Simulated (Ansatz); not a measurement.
**C3H7ClOSn: small, medium and large basis sets**

An exercise on one series of results from a longer session: the logs are not shown, and one member is left open.

Computed with Ansatz 0.2.0, Gaussian basis. Level: one geometry, several basis sets.

The runs, in order: PBE0-D4/def2-SVP; ωB97M-V/def2-SVP; PBE0-D4/def2-QZVPP; ωB97M-V/def2-QZVPP; the functionals' def2-TZVPP values are taken from earlier runs.

## The relaxed structure

The geometry comes from an earlier relaxation with PBE0-D4 in a triple-zeta def2 set; it is a stationary point, not always the lowest conformer. Sn takes the def2 core potential; no spin-orbit term is included.

SMILES `CC(C)[O][Sn][Cl]`, 13 atoms, charge 0, spin multiplicity 1.

Atoms are counted from 1 here; the program's logs count them from 0.

Bond lengths: C1–C2 1.516 Å, C1–H7 1.093 Å, C1–H8 1.093 Å, C1–H9 1.093 Å, C2–C3 1.515 Å, C2–O4 1.418 Å, C2–H10 1.098 Å, C3–H11 1.093 Å, C3–H12 1.093 Å, C3–H13 1.092 Å, O4–Sn5 1.957 Å, Sn5–Cl6 2.390 Å. Angles: C2–C1–H7 110.8°, C2–C1–H8 110.2°, C2–C1–H9 110.6°, H7–C1–H8 108.6°, H7–C1–H9 108.0°, H8–C1–H9 108.6°, C1–C2–C3 112.3°, C1–C2–O4 109.4°, C1–C2–H10 108.4°, C3–C2–O4 108.2°, C3–C2–H10 109.0°, O4–C2–H10 109.5°, C2–C3–H11 110.7°, C2–C3–H12 110.3°, C2–C3–H13 110.6°, H11–C3–H12 108.6°, H11–C3–H13 108.4°, H12–C3–H13 108.3° and more.

Set-up of the first run:

Contents of in.yaml:

```yaml
crystal:
  periodic: [false, false, false]
  atoms:
    - {symbol: C, position_ang: [-0.364758, 0.666485, 1.126891]}
    - {symbol: C, position_ang: [0.007180, -0.151912, -0.094198]}
    - {symbol: C, position_ang: [-1.210866, -0.615278, -0.867247]}
    - {symbol: O, position_ang: [0.809335, 0.632420, -0.961256]}
    - {symbol: Sn, position_ang: [2.753071, 0.795354, -1.123037]}
    - {symbol: Cl, position_ang: [3.379419, -0.759019, 0.581375]}
    - {symbol: H, position_ang: [-1.007097, 0.091014, 1.798013]}
    - {symbol: H, position_ang: [-0.897924, 1.572055, 0.826042]}
    - {symbol: H, position_ang: [0.530678, 0.956440, 1.681619]}
    - {symbol: H, position_ang: [0.576265, -1.030187, 0.237774]}
    - {symbol: H, position_ang: [-1.849796, -1.242910, -0.240977]}
    - {symbol: H, position_ang: [-1.793284, 0.244847, -1.206978]}
    - {symbol: H, position_ang: [-0.911822, -1.194110, -1.743221]}
basis:
  gaussian: {orbitals: def2-SVP}
hamiltonian: {xc: pbe0, dispersion: d4}
output: {orbitals: {seedname: orbitals}}
```

The run is started by

```console
$ ansatz run in.yaml --threads 4 --pin off --events-out ev --progress --plain --max-ram 11315MiB
```

Among the steps run: PBE0-D4 in def2-SVP; ωB97M-V in def2-SVP; PBE0-D4 in def2-QZVPP; ωB97M-V in def2-QZVPP.

One table of the session follows, with a row left open; its other results are not shown here.

It belongs to the step «Density functionals: the series». 

```
functional       basis  HOMO (eV)  LUMO (eV)
   PBE0-D4    def2-SVP      -7.63      -2.35
   PBE0-D4  def2-TZVPP      -7.74      -2.46
   PBE0-D4  def2-QZVPP      -7.76      -2.48
   ωB97M-V    def2-SVP      -9.74      -0.54
   ωB97M-V  def2-TZVPP          ?          ?
   ωB97M-V  def2-QZVPP      -9.92      -0.79
```

Q: Estimate the row for ωB97M-V, def2-TZVPP from the others.

**Answer.** HOMO (eV): -9.90; LUMO (eV): -0.74. In the column «HOMO (eV)» it lies between ωB97M-V, def2-QZVPP (-9.92) and ωB97M-V, def2-SVP (-9.74).
